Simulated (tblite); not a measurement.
# C5H8O4Si: the cost of one run

The runs use tblite 0.8.0 and PySCF 2.14.0, with density-fitted response routines of our own; the level of theory stands in each step. All values are computed, except where a source is named. Atoms are numbered from 0 throughout.

**1. Starting geometry**

18 atoms, charge 0, multiplicity 1; geometry from: force field or distance geometry start.

Bonds of the start (Å): C0–C1 1.36, C1–C2 1.47, C2–O3 1.39, O3–Si4 1.73, Si4–O5 1.71, O5–C6 1.35, C6–C7 1.49, C7–O8 1.22, C6–O9 1.33, O9–C2 1.35, C0–H10 1.09, C0–H11 1.08, C1–H12 1.09, C2–H13 1.12, Si4–H14 1.47, Si4–H15 1.46, C6–H16 1.12, C7–H17 1.10.

**2. Optimising the geometry with GFN2-xTB**

The job: settings as JSON, then the geometry in Å.

```
{"job": {"kind": "relax", "xc": "GFN2-xTB", "basis": "xTB"}, "charge": 0, "multiplicity": 1}
C      2.563000    -0.554200     0.526200
C      1.279400    -0.890700     0.244100
C      0.653300    -0.282700    -0.943200
O      0.978800     1.066200    -0.894700
Si     0.026600     1.702500     0.397400
O     -1.562000     1.264100    -0.065100
C     -1.690800     0.072700    -0.696400
C     -2.435800    -0.817200     0.245800
O     -2.759900    -0.330900     1.320700
O     -0.637900    -0.604200    -1.146500
H      3.098000     0.152800    -0.107800
H      3.048200    -0.978200     1.387600
H      0.730500    -1.585000     0.876100
H      1.250200    -0.677100    -1.807400
H      0.349500     0.958000     1.620400
H      0.195600     3.142400     0.582800
H     -2.396500     0.225100    -1.551600
H     -2.698900    -1.857300     0.000100
```

On the command line:

```
OMP_NUM_THREADS=1 python probes_run.py task.json out
```

This one command runs all jobs of the session in turn.

**Question.** How long does this first job take on 1 thread of Arm Neoverse N1, shared host, and how much memory does it need?

About 2.2 s, with a peak of 0.18 GiB.
